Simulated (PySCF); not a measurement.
# CoF6 (-3): ligand-field states, part 2 of 3

PySCF 2.14.0. Atoms count from 0. Earlier steps stand in the parts before.

## Step 5: Ligand-field states: state-averaged CASSCF (bond length × 0.98) in water

What the job is given:

```
{"job": {"kind": "lf", "basis": {"metal": "x2c-TZVPall", "ligand": "x2c-SVPall"}, "nevpt": true, "solvent": "water", "reuse": true}, "charge": -3, "metal": "Co", "open_shell": "d6"}
Co     0.000000     0.000000     0.000000
F      0.000000     0.000000     1.871800
F      0.000000     0.000000    -1.871800
F      1.871800     0.000000     0.000000
F     -1.871800     0.000000     0.000000
F      0.000000     1.871800     0.000000
F     -0.000000    -1.871800     0.000000
```

With the program's defaults for keys left out, this is: state-averaged CASSCF of the metal d shell, SC-NEVPT2 on the averaged canonical orbitals, state-interaction spin-orbit coupling.

Log:

```text
basis functions 132, electrons 84, active (6e, 5o)
start from the orbitals of the previous structure
stage 1: DIIS on the effective Fock matrix, level shift 0.30
cycle   1  E = -1988.4613282828  dE = -1.988e+03  max|g| = 1.834e+00
cycle   2  E = -1988.8759679635  dE = -4.146e-01  max|g| = 1.839e-01
cycle   3  E = -1988.8852336898  dE = -9.266e-03  max|g| = 4.481e-02
cycle   4  E = -1988.8768108833  dE =  8.423e-03  max|g| = 7.297e-02
cycle   5  E = -1988.8591226743  dE =  1.769e-02  max|g| = 8.710e-02
cycle   6  E = -1988.8449587655  dE =  1.416e-02  max|g| = 1.167e-01
cycle   7  E = -1988.8084278764  dE =  3.653e-02  max|g| = 1.720e-01
cycle   8  E = -1988.7274460970  dE =  8.098e-02  max|g| = 2.735e-01
cycle   9  E = -1988.3842909123  dE =  3.432e-01  max|g| = 5.539e-01
cycle  10  E = -1987.8428144674  dE =  5.415e-01  max|g| = 8.115e-01
cycle  11  E = -1987.3360991766  dE =  5.067e-01  max|g| = 1.148e+00
cycle  12  E = -1987.2952351982  dE =  4.086e-02  max|g| = 1.159e+00
cycle  13  E = -1987.0739567948  dE =  2.213e-01  max|g| = 1.054e+00
cycle  14  E = -1986.8363094730  dE =  2.376e-01  max|g| = 1.357e+00
cycle  15  E = -1986.7495453594  dE =  8.676e-02  max|g| = 1.366e+00
stage 2: quasi-Newton rotations from the point of smallest gradient
cycle  17  E = -1988.8892640594  dE = -4.030e-03  max|g| = 6.051e-02
cycle  18  E = -1988.8914837655  dE = -2.220e-03  max|g| = 9.133e-03
cycle  19  E = -1988.8915490712  dE = -6.531e-05  max|g| = 1.300e-03
cycle  20  E = -1988.8915525296  dE = -3.458e-06  max|g| = 2.533e-04
cycle  21  E = -1988.8915527027  dE = -1.732e-07  max|g| = 8.048e-05
cycle  22  E = -1988.8915527085  dE = -5.730e-09  max|g| = 3.434e-05
cycle  23  E = -1988.8915527094  dE = -9.311e-10  max|g| = 5.411e-06
converged average energy = -1988.8915527094

 mult deg   label        CASSCF/cm-1   NEVPT2/cm-1
   5   3   5T2g                0.0           0.0
   1   1   1A1g            14764.6        4230.2
   3   3   3T1g            14131.1        8038.4
   3   3   3T2g            19002.9       14228.7
   5   2   5Eg             11629.5       15631.3
   1   3   1T1g            24580.9       18554.3
   3   3   3T1g            24407.3       22628.5
   3   3   3T2g            26690.8       24406.4
   3   3   3T1g            28991.4       26585.7
   3   2   3Eg             28976.1       27957.7
   1   3   1T2g            33111.2       29718.7
   3   3   3T2g            34252.5       32002.7
   1   2   1Eg             36788.1       34356.4
   1   3   1T2g            39334.9       34564.7
   3   1   3A2g            35950.0       35633.2
   1   1   1A1g            38238.4       35952.4
   3   2   3Eg             37539.9       39190.6
   3   3   3T1g            37656.3       39533.1
   1   3   1T1g            42246.5       41069.9
   3   3   3T2g            42451.1       41778.4
   1   1   1A2g            42934.2       42698.4
   3   1   3A1g            41801.7       43548.7
   1   3   1T2g            47437.4       44802.0
   3   3   3T1g            46039.0       47664.4
   3   2   3Eg             48583.0       48459.4
   1   3   1T2g            50023.9       48786.9
   1   2   1Eg             48638.5       49258.4
   1   1   1A2g            57923.7       54443.1
   1   2   1Eg             57937.6       54581.3
   1   1   1A1g            54779.6       55517.9
   1   3   1T1g            60974.9       58055.7
   3   3   3T1g            66919.0       61371.2
   3   1   3A2g            67492.2       61566.7
   1   3   1T2g            63864.4       63777.0
   1   3   1T2g            71774.8       64790.1
   3   3   3T2g            71073.0       66806.6
   3   3   3T1g            74975.8       71053.4
   1   3   1T1g            81935.4       77210.6
   1   2   1Eg             82566.5       79679.6
   1   1   1A1g            85100.3       80417.6
   1   2   1Eg             98538.5       86788.7
   1   3   1T2g           106789.7       98230.4
   1   1   1A1g           133492.6      119727.7

spin-orbit levels / cm-1
      0.00  x3  5T2g 1.00
    246.80  x2  5T2g 0.99
    270.97  x3  5T2g 1.00
    596.74  x1  5T2g 0.99
    649.50  x3  5T2g 0.99
    681.98  x3  5T2g 0.99
   4373.82  x1  1A1g 0.93 3T1g 0.06
   8234.90  x2  3T1g 0.99
   8274.75  x3  3T1g 0.99
   8767.37  x3  3T1g 0.99
   9279.83  x1  3T1g 0.92 1A1g 0.07
  14441.87  x3  3T2g 0.97
  14550.12  x2  3T2g 0.98
  14771.99  x3  3T2g 0.98
  14866.56  x1  3T2g 0.97
  16024.45  x1  5Eg 0.99
  16038.14  x3  5Eg 0.99
  16052.08  x2  5Eg 0.98
  16066.66  x3  5Eg 0.98
  16080.78  x1  5Eg 0.97
  18965.77  x3  1T1g 0.95
  22956.09  x2  3T1g 0.92 3T2g 0.07
  23034.23  x3  3T1g 0.98
  23156.28  x1  3T1g 0.99
  23173.39  x3  3T1g 0.93 3T2g 0.04
  24757.34  x3  3T2g 0.95 3T1g 0.03
  24816.57  x2  3T2g 0.92 3T1g 0.07
```

It took 8.8 s on 1 thread of Arm Neoverse V2, shared host; peak memory 0.35 GiB.

From this job:

| quantity | value |
| --- | --- |
| spin-orbit constant ζ | 556 cm⁻¹ |

Powder susceptibility:

| T (K) | χT (cm³ K/mol) | μ(eff) |
| --- | --- | --- |
| 2 | 3.114 | 4.99 |
| 20 | 3.276 | 5.12 |
| 100 | 3.905 | 5.59 |
| 300 | 4.103 | 5.73 |

## Step 6: Ligand-field states: state-averaged CASSCF (bond length × 1.02) in water

What the job is given:

```
{"job": {"kind": "lf", "basis": {"metal": "x2c-TZVPall", "ligand": "x2c-SVPall"}, "nevpt": true, "solvent": "water", "reuse": true}, "charge": -3, "metal": "Co", "open_shell": "d6"}
Co     0.000000     0.000000     0.000000
F      0.000000     0.000000     1.948200
F      0.000000     0.000000    -1.948200
F      1.948200     0.000000     0.000000
F     -1.948200     0.000000     0.000000
F      0.000000     1.948200     0.000000
F     -0.000000    -1.948200     0.000000
```

With the program's defaults for keys left out, this is: state-averaged CASSCF of the metal d shell, SC-NEVPT2 on the averaged canonical orbitals, state-interaction spin-orbit coupling.

Log:

```text
basis functions 132, electrons 84, active (6e, 5o)
start from the orbitals of the previous structure
stage 1: DIIS on the effective Fock matrix, level shift 0.30
cycle   1  E = -1988.4058104148  dE = -1.988e+03  max|g| = 1.707e+00
cycle   2  E = -1988.8794722345  dE = -4.737e-01  max|g| = 1.704e-01
cycle   3  E = -1988.8644359368  dE =  1.504e-02  max|g| = 1.275e-01
cycle   4  E = -1988.8926181609  dE = -2.818e-02  max|g| = 6.185e-02
cycle   5  E = -1988.8730123128  dE =  1.961e-02  max|g| = 1.035e-01
cycle   6  E = -1988.8585619352  dE =  1.445e-02  max|g| = 1.228e-01
cycle   7  E = -1988.8631699920  dE = -4.608e-03  max|g| = 1.220e-01
cycle   8  E = -1988.8652433159  dE = -2.073e-03  max|g| = 1.198e-01
cycle   9  E = -1988.8671318777  dE = -1.889e-03  max|g| = 1.164e-01
cycle  10  E = -1988.8669525001  dE =  1.794e-04  max|g| = 1.162e-01
cycle  11  E = -1988.7938351973  dE =  7.312e-02  max|g| = 1.945e-01
cycle  12  E = -1988.4694199572  dE =  3.244e-01  max|g| = 3.697e-01
cycle  13  E = -1987.7422197666  dE =  7.272e-01  max|g| = 8.086e-01
cycle  14  E = -1987.1235240946  dE =  6.187e-01  max|g| = 1.158e+00
cycle  15  E = -1986.7269137112  dE =  3.966e-01  max|g| = 1.348e+00
stage 2: quasi-Newton rotations from the point of smallest gradient
cycle  17  E = -1988.9007615489  dE = -8.143e-03  max|g| = 2.640e-02
cycle  18  E = -1988.9012699003  dE = -5.084e-04  max|g| = 3.299e-02
cycle  19  E = -1988.9016381398  dE = -3.682e-04  max|g| = 1.407e-03
cycle  20  E = -1988.9016429619  dE = -4.822e-06  max|g| = 6.396e-04
cycle  21  E = -1988.9016434451  dE = -4.832e-07  max|g| = 1.728e-04
cycle  22  E = -1988.9016434625  dE = -1.741e-08  max|g| = 5.251e-05
cycle  23  E = -1988.9016434650  dE = -2.539e-09  max|g| = 6.968e-06
converged average energy = -1988.9016434650

 mult deg   label        CASSCF/cm-1   NEVPT2/cm-1
   5   3   5T2g                0.0           0.0
   1   1   1A1g            19244.2        9186.9
   3   3   3T1g            16343.9       10537.8
   5   2   5Eg              9305.6       13150.7
   3   3   3T2g            20545.2       16371.5
   1   3   1T1g            26975.8       21188.2
   3   3   3T1g            24556.9       22798.0
   3   3   3T2g            27030.5       24620.6
   3   3   3T1g            28891.9       26554.9
   3   2   3Eg             28738.2       28156.5
   1   3   1T2g            33977.5       31217.1
   3   3   3T2g            33792.9       32237.9
   3   1   3A2g            34620.9       34381.8
   1   2   1Eg             36998.0       34631.7
   1   3   1T2g            39838.9       35977.0
   1   1   1A1g            38394.6       36227.6
   3   2   3Eg             35754.7       36944.6
   3   3   3T1g            35663.7       37435.6
   3   3   3T2g            41295.1       39771.6
   1   3   1T1g            41659.7       40761.5
   3   1   3A1g            39742.9       41363.2
   1   1   1A2g            42035.0       42262.7
   1   3   1T2g            47016.8       45026.6
   3   3   3T1g            43225.7       45483.7
   3   2   3Eg             46768.2       46417.7
   1   3   1T2g            48714.2       46735.5
   1   2   1Eg             46833.3       47911.2
   1   1   1A2g            57186.0       53163.7
   1   1   1A1g            52642.0       53219.7
   1   2   1Eg             56590.7       53347.8
   1   3   1T1g            59803.2       56538.1
   3   3   3T1g            66124.9       59756.6
   1   3   1T2g            61474.2       60684.5
   3   1   3A2g            67304.4       61210.9
   1   3   1T2g            71785.2       64205.9
   3   3   3T2g            69841.2       65256.8
   3   3   3T1g            73268.1       69007.5
   1   3   1T1g            80505.9       75602.9
   1   2   1Eg             80347.2       76593.5
   1   1   1A1g            83429.1       78904.8
   1   2   1Eg             98945.2       87188.4
   1   3   1T2g           105510.5       96591.3
   1   1   1A1g           132681.6      118453.2

spin-orbit levels / cm-1
      0.00  x3  5T2g 1.00
    253.53  x2  5T2g 1.00
    275.30  x3  5T2g 1.00
    618.65  x1  5T2g 0.99
    664.56  x3  5T2g 0.99
    695.35  x3  5T2g 1.00
   9048.23  x1  1A1g 0.80 3T1g 0.20
  10722.27  x2  3T1g 0.99
  10759.10  x3  3T1g 0.99
  11253.49  x3  3T1g 0.99
  12036.97  x1  3T1g 0.79 1A1g 0.20
  13565.41  x2  5Eg 0.99
  13566.44  x3  5Eg 0.99
  13567.66  x3  5Eg 0.99
  13568.66  x1  5Eg 0.99
  13569.61  x1  5Eg 1.00
  16633.83  x3  3T2g 0.97
  16753.82  x2  3T2g 0.99
  16898.22  x3  3T2g 0.99
  16955.85  x1  3T2g 0.99
  21444.90  x3  1T1g 0.85 3T1g 0.13
  23115.42  x2  3T1g 0.92 3T2g 0.08
  23208.00  x3  3T1g 0.98
  23301.72  x1  3T1g 1.00
  23464.35  x3  3T1g 0.82 1T1g 0.12 3T2g 0.06
  24926.02  x3  3T2g 0.93 3T1g 0.04
  24986.94  x2  3T2g 0.91 3T1g 0.08
```

It took 8.6 s on 1 thread of Arm Neoverse V2, shared host; peak memory 0.35 GiB.

In short:

| quantity | value |
| --- | --- |
| spin-orbit constant ζ | 558 cm⁻¹ |

Powder susceptibility:

| T (K) | χT (cm³ K/mol) | μ(eff) |
| --- | --- | --- |
| 2 | 3.128 | 5.00 |
| 20 | 3.288 | 5.13 |
| 100 | 3.913 | 5.59 |
| 300 | 4.132 | 5.75 |

## Step 7: Ligand-field states: state-averaged CASSCF (bond length × 1.05) in water

What the job is given:

```
{"job": {"kind": "lf", "basis": {"metal": "x2c-TZVPall", "ligand": "x2c-SVPall"}, "nevpt": true, "solvent": "water", "reuse": true}, "charge": -3, "metal": "Co", "open_shell": "d6"}
Co     0.000000     0.000000     0.000000
F      0.000000     0.000000     2.005500
F      0.000000     0.000000    -2.005500
F      2.005500     0.000000     0.000000
F     -2.005500     0.000000     0.000000
F      0.000000     2.005500     0.000000
F     -0.000000    -2.005500     0.000000
```

With the program's defaults for keys left out, this is: state-averaged CASSCF of the metal d shell, SC-NEVPT2 on the averaged canonical orbitals, state-interaction spin-orbit coupling.

Log:

```text
basis functions 132, electrons 84, active (6e, 5o)
start from the orbitals of the previous structure
stage 1: DIIS on the effective Fock matrix, level shift 0.30
cycle   1  E = -1988.7031716429  dE = -1.989e+03  max|g| = 9.453e-01
cycle   2  E = -1988.8823056791  dE = -1.791e-01  max|g| = 1.110e-01
cycle   3  E = -1988.7861220974  dE =  9.618e-02  max|g| = 2.005e-01
cycle   4  E = -1988.1768500205  dE =  6.093e-01  max|g| = 7.844e-01
cycle   5  E = -1988.7162563116  dE = -5.394e-01  max|g| = 3.385e-01
cycle   6  E = -1987.1210037260  dE =  1.595e+00  max|g| = 1.173e+00
cycle   7  E = -1986.7609031119  dE =  3.601e-01  max|g| = 1.502e+00
cycle   8  E = -1986.8418871960  dE = -8.098e-02  max|g| = 1.398e+00
cycle   9  E = -1986.5033212748  dE =  3.386e-01  max|g| = 1.503e+00
cycle  10  E = -1985.6079085102  dE =  8.954e-01  max|g| = 1.902e+00
cycle  11  E = -1985.1812532439  dE =  4.267e-01  max|g| = 2.139e+00
cycle  12  E = -1984.5673484656  dE =  6.139e-01  max|g| = 2.415e+00
cycle  13  E = -1984.5603880098  dE =  6.960e-03  max|g| = 2.425e+00
cycle  14  E = -1985.2131863116  dE = -6.528e-01  max|g| = 2.177e+00
cycle  15  E = -1985.9418775433  dE = -7.287e-01  max|g| = 1.861e+00
stage 2: quasi-Newton rotations from the point of smallest gradient
cycle  17  E = -1988.8926437231  dE = -1.034e-02  max|g| = 2.128e-02
cycle  18  E = -1988.8931039968  dE = -4.603e-04  max|g| = 2.008e-02
cycle  19  E = -1988.8933375092  dE = -2.335e-04  max|g| = 1.695e-03
cycle  20  E = -1988.8933408510  dE = -3.342e-06  max|g| = 4.405e-04
cycle  21  E = -1988.8933411512  dE = -3.002e-07  max|g| = 1.401e-04
cycle  22  E = -1988.8933411828  dE = -3.161e-08  max|g| = 2.599e-05
cycle  23  E = -1988.8933411835  dE = -7.099e-10  max|g| = 8.050e-06
converged average energy = -1988.8933411835

 mult deg   label        CASSCF/cm-1   NEVPT2/cm-1
   5   3   5T2g                0.0           0.0
   5   2   5Eg              7919.6       11679.2
   3   3   3T1g            17637.0       12011.4
   1   1   1A1g            21882.1       12095.6
   3   3   3T2g            21372.0       17579.3
   1   3   1T1g            28388.4       22735.5
   3   3   3T1g            24644.9       22896.0
   3   3   3T2g            27252.8       24749.0
   3   3   3T1g            28802.5       26516.5
   3   2   3Eg             28493.0       28256.5
   1   3   1T2g            34417.8       31937.0
   3   3   3T2g            33372.0       32227.2
   3   1   3A2g            33799.2       33597.0
   1   2   1Eg             37117.3       34796.9
   3   2   3Eg             34774.9       35625.9
   3   3   3T1g            34481.5       36184.6
   1   1   1A1g            38468.3       36390.4
   1   3   1T2g            39973.7       36967.3
   3   3   3T2g            40774.9       38748.2
   3   1   3A1g            38522.5       40079.5
   1   3   1T1g            41257.1       40511.1
   1   1   1A2g            41419.9       41884.4
   3   3   3T1g            41424.8       43910.8
   3   2   3Eg             45717.1       45228.0
   1   3   1T2g            46597.2       45239.0
   1   3   1T2g            48049.4       45277.7
   1   2   1Eg             45688.9       47004.3
   1   1   1A1g            51379.4       51834.3
   1   2   1Eg             55694.8       52534.7
   1   1   1A2g            56835.2       52537.2
   1   3   1T1g            59156.3       55704.3
   1   3   1T2g            60197.4       58755.7
   3   3   3T1g            65792.3       59051.8
   3   1   3A2g            67241.8       61069.0
   1   3   1T2g            71900.8       64075.4
   3   3   3T2g            69172.3       64401.1
   3   3   3T1g            72310.5       67876.0
   1   3   1T1g            79688.6       74680.9
   1   2   1Eg             79208.7       74964.4
   1   1   1A1g            82406.0       77948.6
   1   2   1Eg             99209.4       87439.2
   1   3   1T2g           104822.6       95703.6
   1   1   1A1g           132304.3      117819.4

spin-orbit levels / cm-1
      0.00  x3  5T2g 1.00
    255.86  x2  5T2g 1.00
    277.14  x3  5T2g 1.00
    625.58  x1  5T2g 0.99
    670.76  x3  5T2g 0.99
    701.59  x3  5T2g 1.00
  11531.10  x1  1A1g 0.57 3T1g 0.42
  12099.97  x2  5Eg 0.93 3T1g 0.06
  12103.80  x3  5Eg 0.97
  12106.99  x1  5Eg 1.00
  12107.80  x3  5Eg 0.99
  12110.80  x1  5Eg 0.99
  12196.55  x2  3T1g 0.93 5Eg 0.06
  12229.18  x3  3T1g 0.97
  12722.52  x3  3T1g 0.99
  13925.27  x1  3T1g 0.57 1A1g 0.43
  17869.53  x3  3T2g 0.97
  17988.02  x2  3T2g 0.99
  18067.01  x3  3T2g 0.99
  18091.06  x1  3T2g 0.99
  22595.14  x3  1T1g 0.50 3T1g 0.48
  23209.05  x2  3T1g 0.91 3T2g 0.08
  23311.36  x3  3T1g 0.98
  23384.90  x1  3T1g 1.00
  23922.49  x3  3T1g 0.46 1T1g 0.43 3T2g 0.10
  25035.79  x3  3T2g 0.89 3T1g 0.06 1T1g 0.04
  25083.30  x2  3T2g 0.91 3T1g 0.09
```

Wall time 8.5 s (1 thread of Arm Neoverse V2, shared host); peak memory 0.35 GiB.

From this job:

| quantity | value |
| --- | --- |
| spin-orbit constant ζ | 559 cm⁻¹ |

Powder susceptibility:

| T (K) | χT (cm³ K/mol) | μ(eff) |
| --- | --- | --- |
| 2 | 3.138 | 5.01 |
| 20 | 3.297 | 5.13 |
| 100 | 3.922 | 5.60 |
| 300 | 4.150 | 5.76 |

(Continued in part 3 of 3.)
